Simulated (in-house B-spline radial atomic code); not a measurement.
**Sr³⁷⁺: other nuclei and constants**

Aim: how the energy and levels of Sr³⁷⁺ answer to the nuclear charge and the speed of light.

The numbers are computed with in-house B-spline radial atomic code version 1 (Dirac-Hartree-Fock, average of configuration, Fermi nucleus, basis-set limit), except any that are marked as measured or tabulated.

**1. The system**

```
element       : strontium (Z = 38)
charge        : +37
electrons     : 1
configuration : 1s1
Hamiltonian   : Dirac-Coulomb
nucleus       : Fermi, rms radius 4.224 fm
```

The run's settings:

```ini
Z = 38
electrons = 1.0
configuration = 1s1
hamiltonian = dirac
method = hf
spin_polarised = False
nucleus = fermi
rms_radius = 4.224
mass_number = 88
atomic_mass = 87.905612253
speed_of_light = 137.035999084
```

This reference run was done before. Its total energy is -736.425883 hartree (electron-nucleus part -1502.8692, recoil term 0.004595707), and its levels are (the highest eight at most):

| orbital | occupation | energy (eV) | <r> (bohr) |
| --- | --- | --- | --- |
| 1s1/2 | 1 | -20039.2 | 0.03844 |

**2. Speed of light × 1.02**

The run's settings:

```ini
Z = 38
electrons = 1.0
configuration = 1s1
hamiltonian = dirac
method = hf
spin_polarised = False
nucleus = fermi
rms_radius = 4.224
mass_number = 88
atomic_mass = 87.905612253
speed_of_light = 139.77671906568
```

**3. Speed of light × 0.98**

Changes to the settings of step 2:

```diff
@@ -10,2 +10,2 @@
 atomic_mass = 87.905612253
-speed_of_light = 139.77671906568
+speed_of_light = 134.29527910232
```

**4. Speed of light × 2**

Changes to the settings of step 3:

```diff
@@ -10,2 +10,2 @@
 atomic_mass = 87.905612253
-speed_of_light = 134.29527910232
+speed_of_light = 274.071998168
```

**5. Speed of light × 100**

Changes to the settings of step 4:

```diff
@@ -10,2 +10,2 @@
 atomic_mass = 87.905612253
-speed_of_light = 274.071998168
+speed_of_light = 13703.5999084
```

**6. Nuclear charge +0.1**

Changes to the settings of step 5:

```diff
@@ -1,2 +1,2 @@
-Z = 38
+Z = 38.1
 electrons = 1.0
@@ -10,2 +10,2 @@
 atomic_mass = 87.905612253
-speed_of_light = 13703.5999084
+speed_of_light = 137.035999084
```

**7. Nuclear charge +0.5**

Changes to the settings of step 6:

```diff
@@ -1,2 +1,2 @@
-Z = 38.1
+Z = 38.5
 electrons = 1.0
```

**Question.** By how much, and in which direction, does each change move the total energy and the levels?

As calculated:

All values are changes from the reference run; energy changes under 2e-05 eV count as noise.

| change | Δ total energy (eV) | Δ 1s1/2 level (eV) |
| --- | --- | --- |
| speed of light × 1.02 | +15.85 | +15.85 |
| speed of light × 0.98 | -16.88 | -16.88 |
| speed of light × 2 | +297.5 | +297.5 |
| speed of light × 100 | +392.8 | +392.8 |
| nuclear charge +0.1 | -107.8 | -107.8 |
| nuclear charge +0.5 | -541.9 | -541.9 |

The largest shift, -541.9 eV, belongs to the run "nuclear charge +0.5". With the speed of light a hundred times larger relativity all but vanishes, so that run measures the relativistic lowering of the energy: 392.8 eV. Adding 0.1 to the nuclear charge changes the energy by -3.9606 hartree; 0.1 times the Hellmann-Feynman slope (electron-nucleus energy over Z) gives -3.9549 hartree to first order.
